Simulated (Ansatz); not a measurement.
Predict the output of the script below (Ansatz 0.2.0 through its Python package).

`fermi_hfb2.py`
```python
'''Fermi surface readings for HfB2.'''

from dataclasses import dataclass

import ansatz as az
from ase import Atoms


@dataclass
class RunConfig:
    cutoff: int = 510
    kmesh: tuple[int, ...] = (12, 12, 10)


settings = RunConfig()


def main() -> None:
    atoms = Atoms(
        ['Hf', 'B', 'B'],
        scaled_positions=[
            [0.0, 0.0, 0.0],
            [1 / 3, 2 / 3, 0.5],
            [2 / 3, 1 / 3, 0.5],
        ],
        cell=[
            [3.14, 0.0, 0.0],
            [-1.57, 2.71932, 0.0],
            [0.0, 0.0, 3.48],
        ],
        pbc=True,
    )
    hfb2 = az.Crystal.from_ase(atoms)

    calculation = (
        hfb2.calculation()
        .functional(az.Functional.PBESOL)
        .basis(settings.cutoff)
        .occupations(az.OccupationsMethod.FERMI_DIRAC)
        .kpoints(*settings.kmesh)
        .eigenstates(nscf_kmesh=(12, 12, 10), level_slopes=True)
    )
    surface = calculation.run().fermi_surface().to_plain()
    for way, reading in surface.items():
        if reading:
            rho_lambda = [f'{v:.3e}' for v in reading['resistivity_times_mean_free_path_ohm_m2']]
            print(f'{way:24s} area {reading["spin_summed_area_per_ang2"]:8.3f} 1/A^2  rho*lambda (ohm m^2) {rho_lambda}')


if __name__ == '__main__':
    main()
```

```console
$ python fermi_hfb2.py
by_tetrahedra            area    9.136 1/A^2  rho*lambda (ohm m^2) ['3.232e-15', '3.232e-15', '3.600e-15']
by_slopes                area   14.149 1/A^2  rho*lambda (ohm m^2) ['2.017e-15', '2.017e-15', '2.521e-15']
on_every_second_point    area    2.436 1/A^2  rho*lambda (ohm m^2) ['1.185e-14', '1.185e-14', '1.422e-14']
```

Reading the output:
- The run is spin-unpolarised.
- Spin-orbit coupling, which matters for elements this heavy, is left out.
- The starting cell is as deposited in a crystallographic database; the results hold for this polymorph, which needn't be the stable one.
- The three readings differ by the mesh error.
- Finished in 15 s on 1 thread of Arm Neoverse N1, with other jobs on the host, peak memory 0.42 GiB.
